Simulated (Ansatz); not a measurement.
The system is FeCO3 (Siderite).

```xyz
10
Lattice="2.3443 1.3535 5.1243 -2.3443 1.3535 5.1243 0.0000 -2.7070 5.1243" Properties=species:S:1:pos:R:3 pbc="T T T"
Fe    0.0000    0.0000    7.6865
Fe    0.0000    0.0000    0.0000
O    -1.7013   -0.2397    6.4054
O     0.6431    1.5932    6.4054
O     1.0582   -1.3535    6.4054
O     1.7013    0.2397    8.9676
O    -0.6431   -1.5932    8.9676
O    -1.0582    1.3535    8.9676
C     0.0000    0.0000   11.5297
C     0.0000    0.0000    3.8432
```

* Program: Ansatz 0.2.0
* Task: single point
* Functional: PBEsol
* Potentials or basis: Ansatz PAW
* Cutoff: 420 eV (not typed: the program's choice for these potentials)
* k mesh: 7 × 7 × 7
* Occupations: fermi-dirac, width 0.05 eV
* Spin: collinear spin, ferromagnetic start
* Starting moments: [3.0, 3.0, 0.0, 0.0, 0.0, 0.0, 0.0, 0.0, 0.0, 0.0] μB

On this cell: pressure -2.0 GPa; largest force 0.517 eV/Å; net moment 8.00 μB per cell; site moments Fe +3.40; O +0.06; C +0.01 μB; band gap on the k mesh none (metal or under the smearing width).

The same run follows on a disturbed copy (atoms moved at random, drawn with an rms of 0.05 Å):

```
Fe O C
1.0
     2.34435    1.35351    5.12433
    -2.34435    1.35351    5.12433
     0.00000   -2.70702    5.12433
Fe O C
2 6 2
Direct
  0.50343 0.50338 0.49591
  0.00043 0.00857 0.99971
  0.02043 0.76107 0.46567
  0.74826 0.47597 0.02620
  0.47290 0.02801 0.75328
  0.98608 0.24709 0.51617
  0.25659 0.51758 0.98107
  0.53774 0.97676 0.23630
  0.74904 0.75037 0.74668
  0.26115 0.24773 0.24103
```

Question: What does the disturbed cell give?

Answer: The energy (extrapolated to zero smearing) moves by +11.4 meV/atom; pressure -1.3 GPa; largest force 3.077 eV/Å; net moment 8.00 μB per cell; site moments Fe +3.38, +3.37; O +0.07, +0.06; C +0.01 μB; band gap on the k mesh none (metal or under the smearing width).

Forces in eV/Å, atoms in the order of the input:
```
Fe   0.053  0.009  0.130
Fe   0.094  0.162 -0.327
O    0.383 -0.557  0.027
O    0.046  0.518 -0.109
O    0.054  0.057 -0.175
O   -0.070 -0.945 -0.014
O   -1.397  2.739 -0.126
O    0.952 -0.422 -0.114
C   -0.428  0.017  0.501
C    0.313 -1.577  0.207
```

Stress tensor (GPa, compression positive):
```
 0.11 -2.14 -0.26
-2.14  0.74  0.00
-0.26  0.00 -4.82
```

Caveats: semilocal functionals often make such compounds metallic where correlation or magnetic order opens a gap, which also shifts bond lengths; only a ferromagnetic start was run, and an antiferromagnetic order may lie lower in energy; the PAW data sets come from PBE, with cores solved anew for the run's functional, which leaves a small shift of forces and pressure.
